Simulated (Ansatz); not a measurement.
# Co (reference phase): the cost of one run

Method: DFT LDA, with the methods named in each step, in Ansatz 0.2.0.

### 1 The structure to begin with

It takes space group P6_3/mmc (No. 194, hexagonal). The conventional cell has a = 2.507 Å, b = 2.507 Å, c = 4.069 Å, α = 90.00°, β = 90.00°, γ = 120.00°. Co (site symmetry -6m2) is surrounded by 12 Co at 2.50 to 2.51 Å.

Coordinates:

```cif
data_structure
_symmetry_space_group_name_H-M 'P6_3/mmc'
_symmetry_Int_Tables_number 194
_cell_length_a 2.5071
_cell_length_b 2.5071
_cell_length_c 4.0686
_cell_angle_alpha 90.000
_cell_angle_beta 90.000
_cell_angle_gamma 120.000
_cell_volume 22.15
loop_
_atom_site_label
_atom_site_type_symbol
_atom_site_symmetry_multiplicity
_atom_site_Wyckoff_symbol
_atom_site_fract_x
_atom_site_fract_y
_atom_site_fract_z
_atom_site_occupancy
Co1 Co 2 c 0.33333 0.66667 0.25000 1
```

The file gives the conventional cell by its symmetry; the runs use the cell typed in the input.

Atoms are numbered in the order of the input: Co1, Co2.

### 2 Relaxed, PAW

input.yaml

```yaml
crystal:
  lattice:
    - [2.5071, 0.0, 0.0]
    - [-1.25355, 2.1712122898, 0.0]
    - [0.0, 0.0, 4.0686]
  atoms:
    - { symbol: Co, position: [0.3333333333, 0.6666666667, 0.25], spin: 1.7 }
    - { symbol: Co, position: [0.6666666667, 0.3333333333, 0.75], spin: 1.7 }
magnetization:
  spin_polarized: true
kpoints:
  mp_grid: { grid: [23, 23, 13] }
scf:
  occupations: { method: fermi_dirac, width: 0.05 }
hamiltonian:
  xc: lda
  pseudopotentials: { kind: paw }
output:
  forces: true
  stress: true
relax:
  f_tol: 0.003
  max_steps: 80
  cell: {}
```

The run is started by

```sh
> ansatz run input.yaml --threads 4 --pin off --max-ram 10240MiB --backend cpu --events-out ev --progress --plain --runs-dir out
```

What time and memory should one allow on 4 threads of Intel Xeon Platinum 8259CL at 2.50GHz (Skylake/Cascade Lake), shared host?

About 65 s, with a peak of 0.67 GiB.
